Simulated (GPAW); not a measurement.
The system is In3Se.

```
In Se
1.0
     4.80376    0.00000    0.00000
     0.00000    4.80376    0.00000
     0.00000    0.00000    4.80376
In Se
3 1
Direct
  0.50000 0.50000 0.00000
  0.50000 0.00000 0.50000
  0.00000 0.50000 0.50000
  0.00000 0.00000 0.00000
```

The cell comes from a database or a generator and needn't be the stable form of this composition.

* Program: GPAW 26.7.0
* Task: single point
* Functional: PBEsol
* Potentials or basis: PAW data sets generated in the run's folder for this functional
* Cutoff: 600 eV
* Basis: pw
* k mesh: 6 × 6 × 6
* Occupations: fermi-dirac, width 0.05 eV
* Spin: no spin polarisation

On this cell: pressure -3.2 GPa; largest force zero by symmetry; band gap on the k mesh none (metal or under the smearing width).

The same run follows on a disturbed copy (atoms moved at random, drawn with an rms of 0.05 Å):

```xyz
4
Lattice="4.8038 0.0000 0.0000 0.0000 4.8038 0.0000 0.0000 0.0000 4.8038" Properties=species:S:1:pos:R:3 pbc="T T T"
In    2.3414    2.4440    0.0013
In    2.4134   -0.0311    2.3915
In   -0.0345    2.3888    2.3965
Se   -0.0060    0.0027    0.0038
```

Q: What changes?

A: The energy (extrapolated to zero smearing) moves by +0.6 meV/atom; pressure -3.1 GPa; largest force 0.088 eV/Å; band gap on the k mesh none (metal or under the smearing width).

Forces in eV/Å, atoms in the order of the input:
```
In  -0.002 -0.054 -0.020
In  -0.019  0.085  0.010
In   0.013 -0.041  0.009
Se   0.008  0.010  0.001
```
